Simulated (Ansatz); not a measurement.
# Cd (Cd, diamond): the cost of one run

Program: Ansatz 0.2.0. Level of theory: DFT r2SCAN, plane waves (500 eV) with PAW, scalar-relativistic; PBE-made PAW files. These are calculated values, not measurements.

### Step 1. The system as given

Symmetry: Fd-3m, No. 227, cubic system. The conventional cell has a = 6.155 Å, b = 6.155 Å, c = 6.155 Å, α = 90.00°, β = 90.00°, γ = 90.00°. Cd (site symmetry -43m) is surrounded by 4 Cd at 2.66 Å.

As a file:

```xyz
2
Lattice="0.0000 3.0773 3.0773 3.0773 0.0000 3.0773 3.0773 3.0773 0.0000" Properties=species:S:1:pos:R:3 pbc="T T T"
Cd    0.7693    0.7693    0.7693
Cd    5.3852    5.3852    5.3852
```

### Step 2. Relaxation of the cell

File input.yaml:

```yaml
crystal:
  lattice:
    - [0.0, 3.0772608027, 3.0772608027]
    - [3.0772608027, 0.0, 3.0772608027]
    - [3.0772608027, 3.0772608027, 0.0]
  atoms:
    - { symbol: Cd, position: [0.125, 0.125, 0.125] }
    - { symbol: Cd, position: [0.875, 0.875, 0.875] }
hamiltonian:
  xc: r2scan
  pseudopotentials:
    kind: paw
    azcp:
      Cd: "pseudopotentials/Cd.paw.azcp"
basis:
  ecutwfc: 500
  fft_grid_basis: typed
kpoints:
  mp_grid: { grid: [9, 9, 9], shift: [0, 0, 0] }
magnetization:
  spin_polarized: false
scf:
  occupations: { method: fermi_dirac, width: 0.1 }
relax:
  max_steps: 60
  f_tol: 0.01
  cell: {}
```

Launch:

```bash
> ansatz run input.yaml --threads 1 --pin off --max-ram 3584MiB --backend cpu --events-out ev --progress --plain --runs-dir out
```

**Question.** How long does this run take on 1 thread of Intel Xeon Platinum 8259CL at 2.50GHz (Skylake/Cascade Lake), shared host, and how much memory does it need?

About 57 s, with a peak of 0.77 GiB.
